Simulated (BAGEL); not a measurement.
**GeClF (SMILES [F][Ge][Cl]) at HF/3-21G (density fitting with qzvpp-jkfit)**

Aim: the vertical singlet–triplet gap of GeClF at HF/3-21G (density fitting with qzvpp-jkfit), from 2 runs. 

The results are computed with BAGEL 1.2.2.

5 further runs of the same task are left out: 2 that didn't finish, 3 set aside as unsound or not needed. Runs told in other sessions of the task aren't counted.

## Step 1: Starting point

GeClF: 3 atoms, total charge 0, spin state singlet. As SMILES, `[F][Ge][Cl]`. The coordinates come from a PBE0-D4/def2-TZVP relaxation.

Bond lengths: F1–Ge2 1.748 Å, Ge2–Cl3 2.180 Å. Angles: F1–Ge2–Cl3 98.3°.

## Step 2: The energy at HF/3-21G (density fitting with qzvpp-jkfit)

Contents of job.json:

```json
{ "bagel" : [

{
  "title" : "molecule",
  "basis" : "3-21g",
  "df_basis" : "qzvpp-jkfit",
  "angstrom" : true,
  "geometry" : [
    { "atom" : "F", "xyz" : [    0.110400,    1.418700,    0.206200 ] },
    { "atom" : "Ge", "xyz" : [   -0.762800,    0.035600,   -0.410300 ] },
    { "atom" : "Cl", "xyz" : [    0.641600,   -1.519100,    0.191000 ] }
  ]
},
{ "title" : "hf" },
{ "title" : "print", "file" : "orbitals.molden", "orbitals" : true }

]}
```

Started as:

```console
$ BAGEL_NUM_THREADS=1 BAGEL job.json > job.out
```

Standard output:

```text
* using 1 threads per process

  ===============================================================
  ===============================================================

  *** Geometry ***

  { "atom" : "F", "xyz" : [      0.208626,      2.680954,      0.389662 ] },
  { "atom" : "Ge", "xyz" : [     -1.441483,      0.067274,     -0.775355 ] },
  { "atom" : "Cl", "xyz" : [      1.212448,     -2.870683,      0.360938 ] },

  Number of auxiliary basis functions:      471

  Since a DF basis is specified, we compute 2- and 3-index integrals:
    o Being stored without compression. Storage requirement is 0.007 GB

  Number of basis functions:       44
  Number of electrons      :       58

    * METHOD: MOLECULE                             0.13

  *** RHF ***

  === Nuclear Repulsion ===
   246.3773519347

      * DIIS with orbital gradients will be used.

  === RHF iteration (3-21g) ===
      0      -2621.49913107          0.02512085           0.03
      1      -2621.58372345          0.01789033           0.03
      2      -2621.62865479          0.00106788           0.03
      3      -2621.62929546          0.00046198           0.03
      4      -2621.62943072          0.00014822           0.03
      5      -2621.62944558          0.00002901           0.03
      6      -2621.62944603          0.00000578           0.03
      7      -2621.62944605          0.00000154           0.03
      8      -2621.62944605          0.00000061           0.03
      9      -2621.62944605          0.00000009           0.03
     10      -2621.62944605          0.00000002           0.03
     11      -2621.62944605          0.00000001           0.03
    * SCF iteration converged.

    * Permanent dipole moment:
           (    1.167482,    -0.320862,     0.600186) a.u.

    * METHOD: HF                                   0.45

    * METHOD: PRINT                                0.00

  ===============================================================
```

Run time: 0.7 s. Hardware: 1 thread of Arm Neoverse V2, shared host.

## Step 3: The triplet, same level

Contents of job.json:

```json
{ "bagel" : [

{
  "title" : "molecule",
  "basis" : "3-21g",
  "df_basis" : "qzvpp-jkfit",
  "angstrom" : true,
  "geometry" : [
    { "atom" : "F", "xyz" : [       0.110400,       1.418700,       0.206200 ] },
    { "atom" : "Ge", "xyz" : [      -0.762800,       0.035600,      -0.410300 ] },
    { "atom" : "Cl", "xyz" : [       0.641600,      -1.519100,       0.191000 ] }
  ]
},

{
  "title" : "uhf",
  "charge" : 0,
  "nopen" : 2
},

{
  "title" : "print",
  "file" : "orbitals.molden",
  "orbitals" : true
}

]}
```

Started as:

```console
$ BAGEL_NUM_THREADS=1 BAGEL job.json > job.out
```

Standard output:

```text
* using 1 threads per process

  ===============================================================
  ===============================================================

  *** Geometry ***

  { "atom" : "F", "xyz" : [      0.208626,      2.680954,      0.389662 ] },
  { "atom" : "Ge", "xyz" : [     -1.441483,      0.067274,     -0.775355 ] },
  { "atom" : "Cl", "xyz" : [      1.212448,     -2.870683,      0.360938 ] },

  Number of auxiliary basis functions:      471

  Since a DF basis is specified, we compute 2- and 3-index integrals:
    o Being stored without compression. Storage requirement is 0.007 GB

  Number of basis functions:       44
  Number of electrons      :       58

    * METHOD: MOLECULE                             0.13

  *** Open-shell HF ***

  === Nuclear Repulsion ===
   246.3773519347

      * DIIS with orbital gradients will be used.

  === UHF iteration (3-21g) ===
      0      -2621.40174778          0.04629637           0.06
      1      -2621.49304241          0.03200756           0.06
      2      -2621.51968244          0.01994916           0.06
      3      -2621.53402312          0.00105483           0.06
      4      -2621.53443871          0.00048730           0.06
      5      -2621.53454326          0.00022535           0.06
      6      -2621.53457998          0.00009290           0.06
      7      -2621.53459333          0.00003119           0.06
      8      -2621.53459502          0.00001541           0.06
      9      -2621.53459544          0.00000701           0.06
     10      -2621.53459549          0.00000326           0.06
     11      -2621.53459551          0.00000186           0.06
     12      -2621.53459551          0.00000100           0.06
     13      -2621.53459551          0.00000045           0.06
     14      -2621.53459551          0.00000026           0.06
     15      -2621.53459551          0.00000017           0.06
     16      -2621.53459551          0.00000012           0.06
     17      -2621.53459551          0.00000005           0.06
     18      -2621.53459551          0.00000003           0.06
     19      -2621.53459551          0.00000002           0.06
     20      -2621.53459551          0.00000001           0.06
    * SCF iteration converged.

    * S^2 (UHF) is 2.0064

    * Permanent dipole moment:
           (    1.457031,    -0.049706,     0.785256) a.u.

    * METHOD: UHF                                  1.31

    * METHOD: PRINT                                0.00

  ===============================================================
```

It took 1.6 s on 1 thread of Arm Neoverse V2, shared host.

## Step 4: Summary of results

Level: HF/3-21G (density fitting with qzvpp-jkfit).

| quantity | value |
| --- | --- |
| singlet: total energy | -2621.62945 Eh |
| singlet: dipole moment | 3.43 D |
| singlet: HOMO energy | -10.89 eV |
| singlet: LUMO energy | 0.01 eV |
| singlet: HOMO–LUMO gap | 10.90 eV |
| triplet: total energy | -2621.53460 Eh |
| triplet: dipole moment | 4.21 D |
| triplet: ⟨S²⟩ | 2.006 |
| vertical energy of the triplet above the singlet | 2.581 eV |

**Reading.** At this shape the triplet lies 2.58 eV (249 kJ/mol) above the singlet.
